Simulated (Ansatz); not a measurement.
# CF2 (SMILES F[C]F) at B3LYP/6-31G(d) (Cartesian functions)

Aim: the electronic atomisation energy of CF2 at B3LYP/6-31G* (Cartesian functions), from 3 runs. 

The calculation is run with Ansatz 0.2.0.

31 further runs of the same task are left out: 31 set aside as unsound or not needed.

### Step 1. The molecule

CF2: 3 atoms, total charge 0, spin state singlet. SMILES: `F[C]F`. The shape is that of a PBE0-D4/def2-TZVP optimisation.

Bond lengths: F1–C2 1.296 Å, C2–F3 1.296 Å. Angles: F1–C2–F3 104.7°.

### Step 2. The energy at B3LYP/6-31G(d) (Cartesian functions)

molecule.yaml

```yaml
crystal:
  periodic: [false, false, false]
  atoms:
    - {symbol: F, position_ang: [0.316310, 0.971410, 0.281600]}
    - {symbol: C, position_ang: [0.382340, -0.318520, 0.175150]}
    - {symbol: F, position_ang: [-0.698640, -0.652890, -0.456750]}
basis:
  gaussian:
    orbitals: "6-31G*"
hamiltonian:
  xc: {name: B3LYP}
accuracy: high
output: {orbitals: {seedname: orbitals}}
```

On the command line:

```bash
$ ansatz run molecule.yaml --threads 1 --pin off --max-ram 3480MiB --events-out events.jsonl --progress --plain --runs-dir runs
```

What it wrote:

```text
Warning: RAYON_NUM_THREADS=1 ignored (pool sized by the plan → 1); use --threads N
Functional definition: B3LYP
  name "B3LYP"
  parameter a0 = 0.2
  parameter ax = 0.72
  parameter ac = 0.81
  exchange = (1 - a0 - ax)*slater_x + ax*b88_x + a0*exact_x
  correlation = (1 - ac)*vwn_rpa_c + ac*lyp_c
879 factors; integrals over basis functions are off by at most 2.5e-9 eV
mean field evaluation 1: about -6467.0259 eV, gradient 2.5e1 eV
mean field evaluation 2: about -6466.1189 eV, gradient 3.5e1 eV
mean field evaluation 4: about -6467.8570 eV, gradient 3.3e-1 eV
mean field evaluation 8: about -6467.8540 eV, gradient 7.3e-3 eV
mean field evaluation 16: about -6467.8540 eV, gradient 1.6e-7 eV
mean field -6467.85395861 eV, -237.6892489101 hartree, gradient 3.2e-8 eV, S^2 0.000000; 0 other end points of the search recorded, 0 dependent functions left out
reference -6467.85397600 eV, -237.6892495491 hartree; 12, 12 occupied and 33, 33 virtual orbitals, 879 factors
Total energy: -6467.85397600 eV, -237.6892495491 hartree
```

It took 0.5 s on 1 thread of AMD EPYC 9R45 (Zen 5), shared host.

### Step 3. The C atom, same level

molecule.yaml

```yaml
basis:
  gaussian:
    orbitals: "6-31G*"
crystal:
  periodic: [false, false, false]
  atoms:
    - {symbol: C, position_ang: [0.000000, 0.000000, 0.000000]}
hamiltonian:
  xc: {name: B3LYP}
accuracy: high
magnetization:
  spin_polarized: true
  initial_magnetization: 2
```

Run the same way, it converges to -37.84628 Eh (log not shown).

### Step 4. The F atom at the same level

input.yaml

```yaml
crystal:
  periodic: [false, false, false]
  atoms:
    - {symbol: F, position_ang: [0.000000, 0.000000, 0.000000]}
basis:
  gaussian:
    orbitals: "6-31G*"
magnetization:
  spin_polarized: true
  initial_magnetization: 1
hamiltonian:
  xc: {name: B3LYP}
accuracy: high
```

On the command line:

```bash
$ ansatz run input.yaml --threads 1 --pin off --max-ram 3480MiB --events-out events.jsonl --progress --plain --runs-dir runs
```

What it wrote (excerpt; [...] marks lines left out):

```text
Warning: RAYON_NUM_THREADS=1 ignored (pool sized by the plan → 1); use --threads N
[... 7 set-up lines as earlier in the session ...]
96 factors; integrals over basis functions are off by at most 2.7e-9 eV
mean field evaluation 1: about -2713.3395 eV, gradient 4.3e0 eV
mean field evaluation 2: about -2713.3810 eV, gradient 2.5e0 eV
mean field evaluation 4: about -2713.3979 eV, gradient 1.3e-2 eV
mean field evaluation 8: about -2713.3979 eV, gradient 2.3e-4 eV
mean field -2713.39794208 eV, -99.7155351643 hartree, gradient 4.6e-9 eV, S^2 0.750978; 0 other end points of the search recorded, 0 dependent functions left out
reference -2713.39795020 eV, -99.7155354625 hartree; 5, 4 occupied and 10, 11 virtual orbitals, 96 factors
Total energy: -2713.39795020 eV, -99.7155354625 hartree
```

It took 0.14 s on 1 thread of AMD EPYC 9R45 (Zen 5), shared host.

### Step 5. Summary of results

At B3LYP/6-31G* (Cartesian functions):

```
                     quantity          value
       molecule: total energy  -237.68925 Eh
        molecule: HOMO energy       -7.91 eV
        molecule: LUMO energy       -1.92 eV
      molecule: HOMO–LUMO gap        5.99 eV
         C atom: total energy   -37.84628 Eh
                 C atom: ⟨S²⟩          2.002
         F atom: total energy   -99.71554 Eh
                 F atom: ⟨S²⟩          0.751
electronic atomisation energy      11.208 eV
```

What this shows: Taking the molecule apart into free atoms costs 11.21 eV (258 kcal/mol), before zero-point energy and without spin-orbit coupling.
